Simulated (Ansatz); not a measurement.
# CeO2 (fluorite): exact exchange against the cheap answer (a further series)

An exercise on one series of results from a longer session: the logs are not shown, and one member is left open.

Program: Ansatz 0.2.0. Level of theory: DFT at several levels, plane waves, PAW. These are calculated values, not measurements.

2 further runs of the same task are left out: 1 that didn't finish, 1 set aside as unsound or not needed.

## The structure to begin with

The structure is cubic, space group Fm-3m (No. 225). The conventional cell has a = 5.410 Å, b = 5.410 Å, c = 5.410 Å, α = 90.00°, β = 90.00°, γ = 90.00°. Ce (site symmetry m-3m) has 8 O at 2.34 Å as nearest neighbours. Around O (site symmetry -43m) lie 4 Ce at 2.34 Å.

Coordinates:

```xyz
3
Lattice="0.0000 2.7049 2.7049 2.7049 0.0000 2.7049 2.7049 2.7049 0.0000" Properties=species:S:1:pos:R:3 pbc="T T T"
Ce    0.0000    0.0000    0.0000
O     1.3524    1.3524    1.3524
O     4.0573    4.0573    4.0573
```

At PBE, an earlier run found 5.60 GPa for this cell of 13.193 Å³/atom (8×8×8 mesh), gap on the mesh 1.99 eV. The cell is compressed at this level.

All runs below keep this geometry.

Levels to run, all on a 4×4×4 mesh: HSE06 form (fraction 0.3); PBE0 form (fraction 0.5); HSE06. Hardware: 4 threads of Intel Xeon Platinum 8488C (Sapphire Rapids), shared host.

An earlier series ran PBE on this mesh: volume 13.193 Å³/atom, pressure 5.61 GPa, mesh gap 1.99 eV.

Set-up of the first run:

The input, input.yaml:

```yaml
crystal:
  lattice:
    - [0.0, 2.7048609279, 2.7048609279]
    - [2.7048609279, 0.0, 2.7048609279]
    - [2.7048609279, 2.7048609279, 0.0]
  atoms:
    - { symbol: Ce, position: [0.0, 0.0, 0.0] }
    - { symbol: O, position: [0.25, 0.25, 0.25] }
    - { symbol: O, position: [0.75, 0.75, 0.75] }
basis:
  ecutwfc: 420
  ecutrho_ratio: 4
kpoints:
  mp_grid: { grid: [4, 4, 4] }
hamiltonian:
  xc: { preset: hse06, exx: { coeff: 0.3, omega: 0.20787 } }
scf:
  occupations: { method: gaussian, width: 0.05 }
  n_extra_bands: 16
output:
  forces: true
  stress: true
  eigenvalues: true
  populations: true
  hubbard: { sites: [{ species: Ce, l: f }] }
  dos: { projected: true, de: 0.02 }
```

On the command line:

```sh
ansatz run input.yaml --threads 4 --pin off --max-ram 6144MiB --backend cpu --events-out ev --progress --plain --runs-dir out
```

Among the steps run: HSE06 form (fraction 0.3); PBE0 form (fraction 0.5); HSE06.

One table of the session follows, with a row left open; its other results are not shown here.

It belongs to the step «The sweep». 

| level | gap on the mesh (eV) |
| --- | --- |
| PBE (earlier series) | 1.99 |
| HSE06 form (fraction 0.3) | 3.97 |
| PBE0 form (fraction 0.5) | 7.26 |
| HSE06 | ? |

Q: Estimate the row for HSE06 from the others.

**Answer.** gap on the mesh (eV): 3.59. In the column «gap on the mesh (eV)» it lies between PBE (earlier series) (1.99) and HSE06 form (fraction 0.3) (3.97).

To keep in mind: Gaps are over this coarse mesh alone, and total energies of different levels can't be compared. The program warned that the SCF threshold is loose for the stress of this hybrid run. Warnings in the runs' records: stress exchange threshold loose, stress scf threshold loose.
